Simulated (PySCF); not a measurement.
# TPSSh/ccECP-cc-pVDZ (core potential) run of CH2FNOSn (SMILES O=C=[N][SnH2][F])

Aim: the vertical ionisation energy of CH2FNOSn at TPSSh/ccECP-cc-pVDZ (core potential), from 2 runs. Input form: a Python script.

The calculation is run with PySCF 2.14.0.

### 1 The structure to begin with

The species is CH2FNOSn (7 atoms), meant as a singlet with charge 0. SMILES: `O=C=[N][SnH2][F]`. The shape is that of a PBE0-D4/def2-TZVP optimisation. This is one conformer, not always the lowest.

Bond lengths: O1–C2 1.165 Å, C2–N3 1.203 Å, N3–Sn4 2.002 Å, Sn4–F5 1.915 Å, Sn4–H6 1.690 Å, Sn4–H7 1.694 Å. Angles: O1–C2–N3 176.3°, C2–N3–Sn4 138.7°, N3–Sn4–F5 104.6°, N3–Sn4–H6 107.3°, N3–Sn4–H7 109.3°, F5–Sn4–H6 107.1°, F5–Sn4–H7 106.4°, H6–Sn4–H7 120.9°.

### 2 A single-point energy at TPSSh/ccECP-cc-pVDZ (core potential)

Input file mol.xyz:

```xyz
7

O     -0.221700    -2.869300    -0.931600
C     -0.121500    -1.906800    -0.283800
N     -0.020900    -0.958200     0.449400
Sn     0.157400     1.031600     0.318500
F     -0.877100     1.510000    -1.220100
H     -0.618600     1.696100     1.665200
H      1.763800     1.428500    -0.043200
```

Input file calc.py:

```python
from pyscf import gto, dft

molecule = gto.Mole()
molecule.atom = 'mol.xyz'
molecule.ecp = 'ccecp'
molecule.basis = 'ccecp-cc-pvdz'
molecule.max_memory = 1860
molecule.verbose = 3
molecule.spin = 0
molecule.build()

calc0 = dft.RKS(molecule)
calc0.xc = 'tpssh'
calc0.grids.level = 4
calc0.conv_tol = 1e-10
calc0.kernel()
if not calc0.converged:
    calc0 = calc0.newton().run(calc0.mo_coeff, calc0.mo_occ)

e_tot = calc0.e_tot
print('E = %.10f Eh' % e_tot)
```

Started as:

```bash
$ OMP_NUM_THREADS=1 python calc.py
```

Standard output:

```text
converged SCF energy = -60.6017649544706
E = -60.6017649545 Eh
```

Wall time 27 s (1 thread of Arm Neoverse V1, shared host); peak memory 0.4 GiB.

### 3 The doublet cation, same level

Input file calc.py:

```python
from pyscf import gto, dft

molecule = gto.M(
    atom=[
    ('O', (-0.221700, -2.869300, -0.931600)),
    ('C', (-0.121500, -1.906800, -0.283800)),
    ('N', (-0.020900, -0.958200, 0.449400)),
    ('Sn', (0.157400, 1.031600, 0.318500)),
    ('F', (-0.877100, 1.510000, -1.220100)),
    ('H', (-0.618600, 1.696100, 1.665200)),
    ('H', (1.763800, 1.428500, -0.043200)),
],
    ecp='ccecp',
    basis='ccecp-cc-pvdz',
    spin=1,
    max_memory=1860,
    verbose=3,
    charge=1,
)

myscf = dft.UKS(molecule, xc='tpssh')
myscf.conv_tol = 1e-10
myscf.grids.level = 4
myscf.kernel()
if not myscf.converged:
    myscf = myscf.newton().run(myscf.mo_coeff, myscf.mo_occ)

energy = myscf.e_tot
print('E = %.10f Eh' % energy)
```

Started as:

```bash
$ OMP_NUM_THREADS=1 python calc.py
```

Standard output:

```text
converged SCF energy = -60.2080870685466  <S^2> = 0.76435518  2S+1 = 2.014304
E = -60.2080870685 Eh
```

It took 70 s on 1 thread of Arm Neoverse V1, shared host; peak memory 0.44 GiB.

### 4 Results

At TPSSh/ccECP-cc-pVDZ (core potential):

| quantity | value |
| --- | --- |
| singlet CH2FNOSn: total energy | -60.60176 Eh |
| singlet CH2FNOSn: dipole moment | 4.09 D |
| singlet CH2FNOSn: HOMO energy | -7.82 eV |
| singlet CH2FNOSn: LUMO energy | -1.07 eV |
| singlet CH2FNOSn: HOMO–LUMO gap | 6.75 eV |
| doublet cation: total energy | -60.20809 Eh |
| doublet cation: HOMO energy (highest over α and β) | -14.45 eV |
| doublet cation: LUMO energy (lowest over α and β) | -13.43 eV |
| doublet cation: ⟨S²⟩ | 0.764 |
| vertical ionisation energy (to the doublet cation) | 10.713 eV |

What this shows: Removing an electron at fixed nuclei costs 10.71 eV (247 kcal/mol). −ε(HOMO) before ionisation, 7.82 eV, is 2.89 eV below this ionisation energy. Mulliken charges (singlet CH2FNOSn) run from -0.48 on F5 to +0.94 on Sn4.
